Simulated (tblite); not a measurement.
# C24H26F9IO6S3: the cost of one run

Computed with tblite 0.8.0 and PySCF 2.14.0 and routines of our own; the level stands in each step. Atoms count from 0.

## Step 1: The system as given

69 atoms, charge 0, multiplicity 1; geometry from: force field, distance geometry or constructed start.

## Step 2: Geometry optimisation with GFN2-xTB

Job settings and geometry (Å):

```
{"job": {"kind": "relax", "xc": "GFN2-xTB", "basis": "xTB"}, "charge": 0, "multiplicity": 1}
C     -7.144900    -1.106000    -0.631600
C     -6.458600    -0.263600     0.463600
C     -7.031400     1.160900     0.408600
C     -6.804400    -0.897400     1.827800
C     -4.923400    -0.207000     0.311300
C     -4.153300     0.527700     1.234900
C     -2.759700     0.605700     1.117400
C     -2.104500    -0.039500     0.072700
I     -0.004300     0.037900    -0.077500
C      2.091100     0.121200    -0.224100
C      2.747600    -0.567000    -1.248400
C      4.142200    -0.539900    -1.333400
C      4.914500     0.179300    -0.382300
C      6.460700     0.237900    -0.444500
C      6.910100     1.713200    -0.578800
C      7.041100    -0.359100     0.862500
C      7.054900    -0.548100    -1.632000
C      4.227900     0.853000     0.644000
C      2.833900     0.825100     0.727400
C     -2.842400    -0.782700    -0.849000
C     -4.238800    -0.860700    -0.740300
O     -0.482800    -6.661100     1.059100
S      0.426100    -5.561300     1.367100
O      1.139000    -5.617300     2.620300
C     -0.493100    -4.140600     1.377600
S      0.282700    -2.655800     1.626600
O     -0.203700    -1.706900     0.637600
O      1.719600    -2.909800     1.643000
C     -0.291100    -2.227800     3.310200
F     -1.068100    -1.115700     3.349400
F     -1.024300    -3.245300     3.847200
F      0.739100    -2.012100     4.171400
S     -2.181500    -4.192000     1.211300
O     -2.687600    -2.911900     1.682700
O     -2.463400    -4.593500    -0.157400
C     -2.714300    -5.483000     2.400500
F     -1.759600    -5.728300     3.337200
F     -3.824300    -5.095200     3.090300
F     -3.025500    -6.671800     1.815000
C      1.545200    -5.287500    -0.065400
F      1.130500    -4.254900    -0.836600
F      1.604100    -6.385300    -0.879800
F      2.834600    -5.031600     0.301800
H     -8.248500    -1.119600    -0.480000
H     -6.800500    -2.156200    -0.605500
H     -6.960000    -0.671300    -1.639800
H     -8.143400     1.141600     0.478800
H     -6.663200     1.796100     1.243600
H     -6.756400     1.652000    -0.551000
H     -6.354800    -1.915800     1.914600
H     -7.905700    -1.001900     1.959200
H     -6.420000    -0.287100     2.678500
H     -4.619200     1.046200     2.062800
H     -2.193300     1.166500     1.844700
H      2.178600    -1.124400    -1.975400
H      4.596900    -1.081700    -2.146000
H      6.471300     2.161800    -1.488800
H      8.021600     1.780600    -0.664600
H      6.611600     2.312100     0.306000
H      8.153300    -0.364000     0.821100
H      6.737900     0.228800     1.750000
H      6.695500    -1.405800     0.990100
H      8.165800    -0.477800    -1.636400
H      6.791000    -1.624300    -1.565200
H      6.696300    -0.137900    -2.598400
H      4.762300     1.416500     1.399900
H      2.332600     1.349200     1.526100
H     -2.337600    -1.300200    -1.652900
H     -4.759100    -1.453900    -1.491900
```

Started as:

```console
$ OMP_NUM_THREADS=4 python large_run.py task.json out
```

One launch serves the whole session: the jobs run in the order shown.

**Question.** How long does this first job take on 4 threads of Arm Neoverse V1, shared host, and how much memory does it need?

About 20 s, with a peak of 0.19 GiB.
